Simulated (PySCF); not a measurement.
# [SnH3]-: singlet, from a T-shaped start

Aim: relax [SnH3]- as a singlet from a T-shaped start, check by its vibrations whether the end is a minimum, and collect its spectrum and constants.

Method: PBE0, basis Sn def2-TZVPD with ECP28, H def2-TZVPD, scalar-relativistic core potentials, no spin–orbit coupling, density fitting; program: PySCF 2.14.0.

### 1 Starting geometry

4 atoms, charge -1, spin multiplicity 1.

Bond lengths: Sn1–H2 1.720 Å, Sn1–H3 1.720 Å, Sn1–H4 1.720 Å. Angles: H2–Sn1–H3 88.0°, H2–Sn1–H4 88.0°, H3–Sn1–H4 176.0°.

```xyz
4
charge -1 multiplicity 1
Sn    0.0000    0.0000    0.0000
H     0.0000    0.0000    1.7200
H     1.7190    0.0000    0.0600
H    -1.7190    0.0000    0.0600
```

### 2 The SCF at the typed geometry

The steps below are one call of a driver around PySCF. For each, scf.py gives the equivalent set-up of the SCF; relaxations use the driver's own optimiser. After this first run the driver tries any further starts and a stability analysis.

File scf.py:

```python
from pyscf import gto, scf, dft
mol = gto.M(atom='''
Sn     0.000000     0.000000     0.000000
H      0.000000     0.000000     1.720000
H      1.719000     0.000000     0.060000
H     -1.719000     0.000000     0.060000''',
    basis={'Sn': 'def2-TZVPD', 'H': 'def2-TZVPD'},
    ecp={'Sn': 'def2-TZVPD'},
    charge=-1, spin=0)
mf = dft.RKS(mol, xc='PBE0')
mf.grids.atom_grid = (50, 194)
aux = {'Sn': 'def2-universal-JKFIT', 'H': 'def2-universal-JKFIT'}
mf = mf.density_fit(auxbasis=aux)
mf.conv_tol = 1e-08
mf.diis_space = 10
mf.max_cycle = 60
mf.init_guess = 'minao'
mf.verbose = 4
mf.kernel()
```

Launch:

```
> OMP_NUM_THREADS=2 python axn.py task.json out
```

What it wrote:

```text
init E= -178.966397005894
  HOMO = -0.643122105663178  LUMO = -0.541470633039428  gap/eV = 2.76608
cycle= 1 E= -214.42647921578  delta_E= -35.5  |g|= 2.71  |ddm|= 31.3
  HOMO = 0.212454438709696  LUMO = 0.225634179543107  gap/eV = 0.35864
cycle= 2 E= -210.272593135741  delta_E= 4.15  |g|= 6.23  |ddm|= 20.8
  HOMO = 0.0894357378601773  LUMO = 0.097006188869738  gap/eV = 0.20600
cycle= 3 E= -215.953566345759  delta_E= -5.68  |g|= 0.533  |ddm|= 19.7
  HOMO = 0.0553036274370342  LUMO = 0.104689788382253  gap/eV = 1.34387
cycle= 4 E= -216.001011212228  delta_E= -0.0474  |g|= 0.0921  |ddm|= 0.512
  HOMO = 0.0405475953983379  LUMO = 0.0892442289140183  gap/eV = 1.32510
cycle= 5 E= -216.002926295534  delta_E= -0.00192  |g|= 0.0528  |ddm|= 0.156
  HOMO = 0.0388853934089788  LUMO = 0.0868692820788075  gap/eV = 1.30571
cycle= 6 E= -216.003526241046  delta_E= -0.0006  |g|= 0.00609  |ddm|= 0.0456
  HOMO = 0.0408445915818625  LUMO = 0.0894520337956468  gap/eV = 1.32268
cycle= 7 E= -216.003542852289  delta_E= -1.66e-05  |g|= 0.000625  |ddm|= 0.0131
  HOMO = 0.0409502517903499  LUMO = 0.0895919010968882  gap/eV = 1.32361
cycle= 8 E= -216.003543009972  delta_E= -1.58e-07  |g|= 0.000205  |ddm|= 0.00163
  HOMO = 0.0409952791800352  LUMO = 0.0896408589244189  gap/eV = 1.32371
cycle= 9 E= -216.003543030042  delta_E= -2.01e-08  |g|= 4.12e-05  |ddm|= 0.000431
  HOMO = 0.0409944810113965  LUMO = 0.0896393015270922  gap/eV = 1.32369
cycle= 10 E= -216.003543030844  delta_E= -8.01e-10  |g|= 5.47e-06  |ddm|= 0.000101
  HOMO = 0.0409937842162789  LUMO = 0.0896394892597803  gap/eV = 1.32372
Extra cycle  E= -216.003543030855  delta_E= -1.17e-11  |g|= 4.76e-06  |ddm|= 1.97e-05
converged SCF energy = -216.003543030855
```

This step, with its further starts and checks, ran for 2.1 s (2 threads of Arm Neoverse V2, shared host).

The test of internal stability found no lower closed-shell solution.

### 3 Relaxation: T-shaped start, singlet

The program finds C2v symmetry in the start, which this walk keeps.

scf.py, as its differences from that of step 2:

```diff
@@ -3,4 +3,4 @@
-Sn     0.000000     0.000000     0.000000
-H      0.000000     0.000000     1.720000
-H      1.719000     0.000000     0.060000
-H     -1.719000     0.000000     0.060000''',
+Sn     0.000000     0.000000    -0.015086
+H      0.000000     0.000000     1.704914
+H      1.719000     0.000000     0.044914
+H     -1.719000     0.000000     0.044914''',
@@ -17 +16,0 @@
-mf.init_guess = 'minao'
```

Energy and gradient, step by step:

```csv
step,energy (Eh),change (kJ/mol),largest symmetric gradient (Eh/bohr)
0,-216.003543,0.00,0.03423
1,-216.023982,-53.66,0.03032
2,-216.041272,-99.06,0.01729
3,-216.046256,-112.14,0.01351
4,-216.048630,-118.37,0.00202
5,-216.048765,-118.73,0.00035
6,-216.048766,-118.73,0.00008
```

The walk took 6.8 s.

It settles in D3h symmetry, 118.7 kJ/mol below the start, after 6 steps: Sn–H 1.691 Å (×3); H–Sn–H 120.0° (×3).

### 4 Hessian and properties

On the finer grid the gradient is checked again; gradients at displacements of ±0.02 bohr then give force constants and infrared intensities.

scf.py, as its differences from that of step 3:

```diff
@@ -3,4 +3,4 @@
-Sn     0.000000     0.000000    -0.015086
-H      0.000000     0.000000     1.704914
-H      1.719000     0.000000     0.044914
-H     -1.719000     0.000000     0.044914''',
+Sn     0.000000     0.000000    -0.000000
+H      0.000000     0.000000     1.691055
+H      1.464496     0.000000    -0.845527
+H     -1.464496     0.000000    -0.845527''',
@@ -11 +11 @@
-mf.grids.atom_grid = (50, 194)
+mf.grids.atom_grid = (75, 302)
@@ -14 +14 @@
-mf.conv_tol = 1e-08
+mf.conv_tol = 1e-10
```

The driver hands on the density of the step before, so the log starts near convergence.

Log of the central SCF (cycles and frontier levels):

```text
init E= -216.048763722124
  HOMO = 0.0430783485049862  LUMO = 0.142731032959691  gap/eV = 2.71169
cycle= 1 E= -216.048763722123  delta_E= 8.53e-13  |g|= 2.87e-07  |ddm|= 8.02e-07
  HOMO = 0.0430783023126065  LUMO = 0.142731012618131  gap/eV = 2.71169
Extra cycle  E= -216.048763722124  delta_E= -8.81e-13  |g|= 3.03e-07  |ddm|= 7.55e-07
converged SCF energy = -216.048763722124
```

The whole step took 12 s.

Geometry: D3h; Sn–H 1.691 Å (×3); H–Sn–H 120.0° (×3).

Harmonic modes (main isotopes):

| symmetry | ω (cm⁻¹) | IR (km/mol) | type |
| --- | --- | --- | --- |
| a2'' | 946i | 100 | bend |
| e' | 641 | 161 | bend |
| e' | 1961 | 386 | stretch |
| a1' | 1962 | 0.0 | stretch |

1 mode is imaginary, the largest at 946i cm⁻¹: a saddle point, not a minimum.

Constants and moments:

```yaml
Dipole_moment_about_the_centre_of_mass: 0.00 D
Highest_occupied_level: 1.17 eV
Lowest_empty_level: 3.88 eV
Rotational_constants: 3.899, 3.899, 1.95 cm⁻¹
Zero-point_energy_real_modes: 42.9 kJ/mol
Principal_polarisabilities: 101.7, 101.7, 205.0 bohr³
Principal_traceless_quadrupole_moments_about_the_centre_of_mass: -10.00, 5.00, 5.00 D Å
```

Charges (e) and bond orders:

```csv
atom,Mulliken,Löwdin,polar tensor,Mayer order to Sn1
Sn1,-0.81,-0.08,-0.57,–
"H2,3,4",-0.06,-0.31,-0.14,0.99
```

Mulliken populations on Sn1 (outside its core potential): s 3.37, p 9.36, d 10.07, f 0.02.

### 5 Leaving the saddle point

The atoms are moved a little along the softest imaginary mode and relaxed again.

The program finds C3v symmetry in the start, which this walk keeps. Threshold on the gradient: 0.0003 Eh/bohr, with a further test on the energy change.

scf.py, as its differences from that of step 4:

```diff
@@ -3,4 +3,4 @@
-Sn     0.000000     0.000000    -0.000000
-H      0.000000     0.000000     1.691055
-H      1.464496     0.000000    -0.845527
-H     -1.464496     0.000000    -0.845527''',
+Sn     0.000000     0.003026    -0.000000
+H      0.000000    -0.120000     1.691055
+H      1.464496    -0.120000    -0.845527
+H     -1.464496    -0.120000    -0.845527''',
@@ -11 +11 @@
-mf.grids.atom_grid = (75, 302)
+mf.grids.atom_grid = (50, 194)
@@ -14 +14 @@
-mf.conv_tol = 1e-10
+mf.conv_tol = 1e-08
```

Energy and gradient, step by step:

```csv
step,energy (Eh),change (kJ/mol),largest symmetric gradient (Eh/bohr)
0,-216.051397,0.00,0.02218
1,-216.072147,-54.48,0.04840
2,-216.098139,-122.72,0.01931
3,-216.101797,-132.32,0.01802
4,-216.104258,-138.78,0.00905
5,-216.105877,-143.03,0.00460
6,-216.106278,-144.09,0.00281
7,-216.106337,-144.24,0.00010
8,-216.106337,-144.24,0.00000
```

The walk took 9 s.

Positions (Å) and forces (eV/Å) along the way:

```
step 0
Sn   0.000   0.003   0.000   0.000   1.140  -0.001
H    0.000  -0.120   1.691   0.000  -0.381  -0.002
H    1.464  -0.120  -0.846  -0.002  -0.380   0.001
H   -1.464  -0.120  -0.846   0.002  -0.380   0.001
step 1
Sn   0.000   0.215   0.000   0.000   2.489  -0.001
H    0.000  -0.191   1.673   0.000  -0.829   0.041
H    1.449  -0.191  -0.836   0.035  -0.830  -0.020
H   -1.449  -0.191  -0.836  -0.035  -0.830  -0.020
step 4
Sn   0.000   0.620   0.000   0.000  -0.240   0.002
H    0.000  -0.326   1.588   0.000   0.081  -0.466
H    1.375  -0.326  -0.794  -0.403   0.079   0.232
H   -1.375  -0.326  -0.794   0.403   0.079   0.232
step 8
Sn   0.000   0.653   0.000   0.000   0.000   0.001
H    0.000  -0.337   1.500   0.000   0.001   0.000
H    1.299  -0.337  -0.750   0.000   0.000  -0.001
H   -1.299  -0.337  -0.750   0.000   0.000  -0.001
```

After 8 steps and 144.2 kJ/mol it ends at C3v: Sn–H 1.798 Å (×3); H–Sn–H 92.6° (×3).

### 6 Frequencies

The same treatment as at the point before.

scf.py, as its differences from that of step 5:

```diff
@@ -3,4 +3,4 @@
-Sn     0.000000     0.003026    -0.000000
-H      0.000000    -0.120000     1.691055
-H      1.464496    -0.120000    -0.845527
-H     -1.464496    -0.120000    -0.845527''',
+Sn    -0.000000     0.024349     0.000000
+H     -0.000000    -0.965609     1.500486
+H      1.299459    -0.965609    -0.750243
+H     -1.299459    -0.965609    -0.750243''',
@@ -11 +11 @@
-mf.grids.atom_grid = (50, 194)
+mf.grids.atom_grid = (75, 302)
@@ -14 +14 @@
-mf.conv_tol = 1e-08
+mf.conv_tol = 1e-10
```

SCF at the final geometry:

```text
init E= -216.106348600515
  HOMO = -0.0135101354405442  LUMO = 0.150781387686124  gap/eV = 4.47060
cycle= 1 E= -216.106348600513  delta_E= 2.81e-12  |g|= 6.02e-07  |ddm|= 1.19e-06
  HOMO = -0.01351014054445  LUMO = 0.1507813709915  gap/eV = 4.47060
Extra cycle  E= -216.106348600513  delta_E= -1.99e-13  |g|= 5.53e-07  |ddm|= 1.07e-06
converged SCF energy = -216.106348600513
```

The whole step ran for 13 s (2 threads of Arm Neoverse V2, shared host).

Geometry: C3v; Sn–H 1.798 Å (×3); H–Sn–H 92.6° (×3).

Harmonic modes (main isotopes):

```tsv
symmetry	ω (cm⁻¹)	IR (km/mol)	μ (u)	type
a1	722	214	1.03	bend
e	742	113	1.01	bend
e	1580	1567	1.02	stretch
a1	1583	696	1.01	stretch
```

No imaginary mode, so this is a minimum.

Constants and moments:

```yaml
Dipole_moment_about_the_centre_of_mass: 1.44 D
Highest_occupied_level: -0.37 eV
Lowest_empty_level: 4.10 eV
Rotational_constants: 2.678, 2.678, 2.476 cm⁻¹
Zero-point_energy: 41.6 kJ/mol
Principal_polarisabilities: 83.0, 83.0, 104.5 bohr³
Principal_traceless_quadrupole_moments_about_the_centre_of_mass: -3.84, 1.92, 1.92 D Å
Entropy_at_298.15_K_and_1_bar: 235.0 J/(mol K)
Heat_capacity_Cp_at_298.15_K: 43.5 J/(mol K)
Enthalpy_at_298.15_K_above_0_K: 10.73 kJ/mol
Rotational_symmetry_number: 3
```

Populations by atom (charges in e):

| atom | Mulliken | Löwdin | polar tensor | Mayer order to Sn1 |
| --- | --- | --- | --- | --- |
| Sn1 | -0.77 | -0.10 | 0.32 | – |
| H2,3,4 | -0.08 | -0.30 | -0.44 | 1.03 |

Outer orbital energies (eV). occupied: -21.58, -21.46, -21.46, -21.39, -7.65, -2.61, -2.61, -0.37; empty: 4.10, 4.88, 4.88, 5.75.

Mulliken populations on Sn1 (outside its core potential): s 3.64, p 8.96, d 10.14, f 0.02.

### 7 The points found, side by side

| spin | group | bonds | imaginary modes (cm⁻¹) | ΔE (kJ/mol) | with zero-point energy |
| --- | --- | --- | --- | --- | --- |
| singlet | C3v | Sn–H 1.798 Å (×3) | none | 0.0 | 0.0 |
| singlet | D3h | Sn–H 1.691 Å (×3) | 946i | 151.2 | – |

### 8 Results

| quantity | value |
| --- | --- |
| minimum | singlet, C3v |
| geometry | Sn–H 1.798 Å (×3); H–Sn–H 92.6° (×3) |
| wavenumbers (cm⁻¹) | 722 (a1), 742 (e), 1580 (e), 1583 (a1) |
| dipole moment (centre of mass) | 1.44 D |
| highest occupied, lowest empty level | -0.37, 4.10 eV |
| polar-tensor charge of Sn1 | +0.32 e |
| zero-point energy | 41.6 kJ/mol |
| entropy at 298.15 K | 235.0 J/(mol K) |

The T-shaped start (C2v) ends in a minimum of C3v symmetry, after a stop at a saddle point 151.2 kJ/mol higher, from which it was pushed off along an imaginary mode. In the infrared the band at 1580 cm⁻¹ (e, stretch) leads. Only this shape and spin were tried, so other structures or states may lie lower.

The search up to here took 43 s.
